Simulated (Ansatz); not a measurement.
**InH2+ (singlet): wave-function methods side by side at a displaced geometry (v2), def2-TZVPP**

Aim: climb from Hartree-Fock through coupled cluster for InH2+ (singlet) at one geometry and basis, and see what each rung misses.

Method: def2-TZVPP, core rule «outside noble gas», up to 9 orbitals frozen; program: Ansatz 0.2.0, Gaussian basis.

Plan: UHF; CCSD(T) on RHF; BCCD(T) on RHF; CCSDT(Q) on RHF; Full CI.

16 further runs of the same task are left out: 4 for a known fault of the program, 5 that didn't finish, 7 set aside as unsound or not needed.

## Step 1: What is computed

The geometry is a PBE0/def2-TZVP stationary point (not a proven minimum) with its atoms shifted at random (size 0.100 Å). No spin-orbit coupling is included. Elements past krypton take def2 core potentials.

3 atoms, charge 1, spin multiplicity 1.

Atoms are counted from 1 here; the program's logs count them from 0.

Bond lengths: In1–H2 1.662 Å, In1–H3 1.671 Å. Angles: H2–In1–H3 171.3°.

In the tables R marks a restricted determinant and U an unrestricted one; energies count from the table's Hartree-Fock row.

## Step 2: UHF

The input, in.yaml:

```yaml
crystal:
  periodic: [false, false, false]
  atoms:
    - {symbol: In, position_ang: [0.084376, 0.005225, -0.005002]}
    - {symbol: H, position_ang: [-0.080498, 0.013599, -1.658809]}
    - {symbol: H, position_ang: [-0.003878, -0.018825, 1.663811]}
basis:
  gaussian: {orbitals: def2-TZVPP}
total_charge: 1
magnetization: {spin_polarized: true, initial_magnetization: 0}
hamiltonian: {xc: hf}
output: {orbitals: {seedname: orbitals}}
```

Launch:

```console
$ ansatz run in.yaml --threads 1 --pin off --events-out ev --progress --plain --max-ram 2393MiB
```

Output:

```text
Functional definition: HF
  name "HF"
  cite "Fock, Z. Phys. 61, 126 (1930) doi:10.1007/BF01340294"
  parent pbe
  exchange = exact_x
  correlation = 0
662 factors; their error is unknown
mean field evaluation 1: about -5172.3130 eV, gradient 6.2e0 eV
mean field evaluation 2: about -5172.5927 eV, gradient 1.6e0 eV
mean field evaluation 4: about -5172.6181 eV, gradient 7.2e-2 eV
mean field evaluation 8: about -5172.8102 eV, gradient 1.7e-3 eV
mean field -5172.81016505 eV, -190.0972673090 hartree, gradient 6.7e-6 eV, S^2 0.000000; 0 other end points of the search recorded, 0 dependent functions left out
reference -5172.81016505 eV, -190.0972673090 hartree; 11, 11 occupied and 67, 67 virtual orbitals, 662 factors
Total energy: -5172.81016505 eV, -190.0972673090 hartree
```

Wall time 0.58 s (1 thread of Arm Neoverse V2, shared host).

From the report: ⟨S²⟩ of the determinant 0.000 (pure singlet: 0.00).

The unrestricted search falls back on the restricted solution.

## Step 3: CCSD(T) on RHF

in.yaml, as its differences from that of step 2:

```diff
@@ -9,4 +9,3 @@
 total_charge: 1
-magnetization: {spin_polarized: true, initial_magnetization: 0}
-hamiltonian: {xc: hf}
-output: {orbitals: {seedname: orbitals}}
+magnetization: {spin_polarized: false}
+correlation: {method: ccsd_t, electrons: outside_noble_gas}
```

Launched as before.

Output, cut to the lines that bear on the results:

```text
Functional definition: HF
  name "HF"
  cite "Fock, Z. Phys. 61, 126 (1930) doi:10.1007/BF01340294"
  parent pbe
[...]
639 factors; integrals over basis functions are off by at most 5.7e-4 eV
[...]
mean field -5172.81038600 eV, -190.0972754286 hartree, gradient 9.1e-7 eV, S^2 0.000000; 0 other end points of the search recorded, 0 dependent functions left out
9 core orbitals not correlated: weight in the atoms' cores, before any rotation towards them, 0.991 or more for the frozen orbitals, at most 0.005 for the correlated occupied ones
reference -5172.81038600 eV, -190.0972754286 hartree; 2, 2 occupied and 67, 67 virtual orbitals, 639 factors
second order -1.50478538 eV of doubles, -0.00000000 eV of singles
cycle   1  -1.77808991 eV  change   -2.7e-1 eV  update   4.5e-2
[...]
cycle   8  -1.92220806 eV  change   -4.2e-6 eV  update   4.6e-6
perturbative correction -0.02006403 eV, -0.0007373393 hartree
Total energy: -5174.75265808 eV, -190.1686526112 hartree
```

It took 1.3 s on 1 thread of Arm Neoverse V2, shared host.

From the report: correlation -1.9423 eV; T1 0.010; largest double amplitude 0.09.

## Step 4: BCCD(T) on RHF

in.yaml, as its differences from that of step 3:

```diff
@@ -10,2 +10,2 @@
 magnetization: {spin_polarized: false}
-correlation: {method: ccsd_t, electrons: outside_noble_gas}
+correlation: {method: bccd_t, electrons: outside_noble_gas}
```

Same command.

Output, cut to the lines that bear on the results:

```text
Functional definition: HF
  name "HF"
  cite "Fock, Z. Phys. 61, 126 (1930) doi:10.1007/BF01340294"
  parent pbe
[...]
639 factors; integrals over basis functions are off by at most 5.7e-4 eV
[...]
mean field -5172.81038600 eV, -190.0972754286 hartree, gradient 9.1e-7 eV, S^2 0.000000; 0 other end points of the search recorded, 0 dependent functions left out
9 core orbitals not correlated: weight in the atoms' cores, before any rotation towards them, 0.991 or more for the frozen orbitals, at most 0.005 for the correlated occupied ones
reference -5172.81038600 eV, -190.0972754286 hartree; 2, 2 occupied and 67, 67 virtual orbitals, 639 factors
second order -1.50478538 eV of doubles, -0.00000000 eV of singles
cycle   1  -1.78033845 eV  change   -2.8e-1 eV  update   4.5e-2
[...]
cycle   8  -1.92219727 eV  change   -2.7e-6 eV  update   4.1e-6
perturbative correction -0.02039499 eV, -0.0007495020 hartree
Total energy: -5174.75297825 eV, -190.1686643773 hartree
```

Run time: 1.5 s. Hardware: 1 thread of Arm Neoverse V2, shared host.

From the report: correlation -1.9426 eV; largest double amplitude 0.09.

## Step 5: CCSDT(Q) on RHF

in.yaml, as its differences from that of step 4:

```diff
@@ -10,2 +10,2 @@
 magnetization: {spin_polarized: false}
-correlation: {method: bccd_t, electrons: outside_noble_gas}
+correlation: {method: ccsdt_q, electrons: outside_noble_gas}
```

Launched as before.

Output, cut to the lines that bear on the results:

```text
Functional definition: HF
  name "HF"
  cite "Fock, Z. Phys. 61, 126 (1930) doi:10.1007/BF01340294"
  parent pbe
[...]
1164 factors; integrals over basis functions are off by at most 1.2e-7 eV
[...]
mean field -5172.81038659 eV, -190.0972754503 hartree, gradient 8.8e-7 eV, S^2 0.000000; 0 other end points of the search recorded, 0 dependent functions left out
9 core orbitals not correlated: weight in the atoms' cores, before any rotation towards them, 0.991 or more for the frozen orbitals, at most 0.005 for the correlated occupied ones
reference -5172.81038659 eV, -190.0972754503 hartree; 2, 2 occupied and 67, 67 virtual orbitals, 1164 factors
second order -1.50479231 eV of doubles, -0.00000000 eV of singles
cycle   1  -1.77808528 eV  change   -2.7e-1 eV  update   4.7e-2
[...]
cycle  11  -1.94850885 eV  change    7.0e-8 eV  update   1.9e-7
perturbative correction -0.00047481 eV, -0.0000174489 hartree
Total energy: -5174.75937024 eV, -190.1688992785 hartree
```

Run time: 10 s. Hardware: 1 thread of Arm Neoverse V2, shared host; peak memory 0.3 GiB.

From the report: correlation -1.9490 eV; T1 0.011; largest double amplitude 0.09.

## Step 6: Full CI

in.yaml, as its differences from that of step 5:

```diff
@@ -9,3 +9,2 @@
 total_charge: 1
-magnetization: {spin_polarized: false}
-correlation: {method: ccsdt_q, electrons: outside_noble_gas}
+correlation: {method: fci, electrons: outside_noble_gas}
```

Same command.

Output:

```text
Functional definition: HF
  name "HF"
  cite "Fock, Z. Phys. 61, 126 (1930) doi:10.1007/BF01340294"
  parent pbe
  exchange = exact_x
  correlation = 0
1164 factors; integrals over basis functions are off by at most 1.2e-7 eV
mean field evaluation 1: about -5172.5086 eV, gradient 8.7e0 eV
mean field evaluation 2: about -5172.5075 eV, gradient 8.7e0 eV
mean field evaluation 4: about -5172.8089 eV, gradient 7.0e-1 eV
mean field evaluation 8: about -5172.8104 eV, gradient 8.5e-5 eV
mean field -5172.81038659 eV, -190.0972754503 hartree, gradient 8.8e-7 eV, S^2 0.000000; 0 other end points of the search recorded, 0 dependent functions left out
9 core orbitals not correlated: weight in the atoms' cores, before any rotation towards them, 0.991 or more for the frozen orbitals, at most 0.005 for the correlated occupied ones
reference -5172.81038659 eV, -190.0972754503 hartree; 2, 2 occupied and 67, 67 virtual orbitals, 1164 factors
state -5174.75954568 eV, -190.1689057259 hartree
Total energy: -5174.75954568 eV, -190.1689057259 hartree
```

It took 19 s on 1 thread of Arm Neoverse V2, shared host; peak memory 0.46 GiB.

From the report: 2,790,500 determinants, symmetry A'.

## Step 7: Natural occupations

Natural occupations of the FCI state about the gap (report; correlated orbitals 1 to 10): 1.957, 1.937, 0.044, 0.012, 0.012, 0.012, 0.006, 0.006, 0.004, 0.003. The count of effectively unpaired electrons, Σ n²(2 − n)², is 0.03; a single determinant of this spin has 0.

## Step 8: All levels against the top one

The yardstick is full CI for this spin, exact in this basis with these frozen cores. Rows without a time come out of other runs: HF, MP2 and CCSD of CCSD(T), CCSDT of CCSDT(Q).

```
   method  energy from the lowest RHF (meV)  from FCI (meV)   time
      RHF                               0.0         +1949.2       
     RMP2                           -1504.8          +444.4       
    RCCSD                           -1922.2           +27.0       
 RCCSD(T)                           -1942.3            +6.9  1.3 s
  BCCD(T)                           -1942.6            +6.6  1.5 s
   RCCSDT                           -1948.5            +0.7       
RCCSDT(Q)                           -1949.0            +0.2   10 s
      FCI                           -1949.2               0   19 s
```

## Step 9: Outcome

| quantity | value |
| --- | --- |
| FCI below the RHF energy | -1.9492 eV |
| RMP2 from FCI | +444.4 meV |
| RCCSD from FCI | +27.0 meV |
| RCCSD(T) from FCI | +6.9 meV |
| RCCSDT(Q) from FCI | +0.2 meV |
| levels within 1 kcal/mol (43 meV) | RCCSD, RCCSD(T), BCCD(T), RCCSDT, RCCSDT(Q) |
| T1 diagnostic | 0.010 |
| effectively unpaired electrons | 0.03 |

RCCSD(T) lands +6.9 meV from the yardstick (0.4 % of the correlation energy). One determinant dominates. These misses are within one basis, not against nature.
